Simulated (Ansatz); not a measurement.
# C3H5Br: the cost of one run

Program: Ansatz 0.2.0, driven from Python. The levels of theory stand in the script. These are calculated values, not measurements.

## (1) The system

Bond lengths: C1–C2 1.278 Å, C2–C3 1.484 Å, C3–Br4 1.894 Å, C1–H5 1.126 Å, C1–H6 1.127 Å, C2–H7 1.104 Å, C3–H8 1.058 Å, C3–H9 1.145 Å. Angles: C1–C2–C3 124.0°, C1–C2–H7 118.6°, C3–C2–H7 117.4°, C2–C1–H5 123.0°, C2–C1–H6 125.0°, H5–C1–H6 111.8°, C2–C3–Br4 108.9°, C2–C3–H8 113.7°, C2–C3–H9 110.4°, Br4–C3–H8 112.2°, Br4–C3–H9 106.5°, H8–C3–H9 104.8°.

c3h5br.xyz, read by the script:

```xyz
9

C    -0.25780    1.28400   -0.44170
C     0.31340    0.14050   -0.42330
C     0.09600   -0.87750    0.63380
Br   -0.52200   -2.47640   -0.17210
H    -0.11870    2.02470   -1.27810
H    -1.01670    1.64000    0.31150
H     1.04880   -0.09580   -1.21200
H    -0.54010   -0.55190    1.41450
H     1.08560   -1.13390    1.15030
```

## (2) The code

Input file methods.py:

```python
from pathlib import Path
import warnings

import ansatz as az
import numpy as np


def main() -> None:
    warnings.simplefilter("ignore", az.DeckWarning)

    system = az.Crystal.molecule_from_extxyz("c3h5br.xyz")

    calculation = system.calculation().basis(gaussian="def2-SVP")

    print("functional    E (Ha)        dipole (D)   HOMO (eV)  LUMO (eV)")
    for name in ["revpbe", "hf", "r2scan", "cam_b3lyp"]:
        summary = calculation.functional(name).forces().orbitals().run(threads=1, runs_dir="runs").report
        lines = Path(summary["orbitals_path"]).read_text().splitlines()
        field_of = lambda key: [line.split("=")[1].strip() for line in lines if line.startswith(key)]
        orbitals = [(27.211386 * float(e), s, float(n)) for e, s, n in zip(field_of("Ene="), field_of("Spin="), field_of("Occup="))]
        homo = max(e for e, _, n in orbitals if n > 0.5)
        lumo = min(e for e, _, n in orbitals if n < 0.5)
        dipole = 4.803205 * np.linalg.norm(summary["charge_distribution"]["dipole_moment_e_ang"])
        print(f"{name:10s} {summary['free_energy_ev'] / 27.211386246:14.6f} {dipole:9.3f} {homo:11.3f} {lumo:10.3f}")


if __name__ == "__main__":
    main()
```

## (3) The calls as engine input

The engine receives this input (first run):

```yaml
crystal:
  periodic: [false, false, false]
  atoms:
    - { symbol: C, position_ang: [-0.2578, 1.284, -0.4417] }
    - { symbol: C, position_ang: [0.3134, 0.1405, -0.4233] }
    - { symbol: C, position_ang: [0.096, -0.8775, 0.6338] }
    - { symbol: Br, position_ang: [-0.522, -2.4764, -0.1721] }
    - { symbol: H, position_ang: [-0.1187, 2.0247, -1.2781] }
    - { symbol: H, position_ang: [-1.0167, 1.64, 0.3115] }
    - { symbol: H, position_ang: [1.0488, -0.0958, -1.212] }
    - { symbol: H, position_ang: [-0.5401, -0.5519, 1.4145] }
    - { symbol: H, position_ang: [1.0856, -1.1339, 1.1503] }
basis:
  gaussian:
    orbitals: def2-SVP
hamiltonian:
  xc: revpbe
output:
  orbitals: {}
  forces: true
```

## (4) Launch

Launch:

```sh
$ python methods.py
```

What time and memory should one allow on 1 thread of Arm Neoverse V2, shared host?

About 15 s, with a peak of 0.31 GiB.
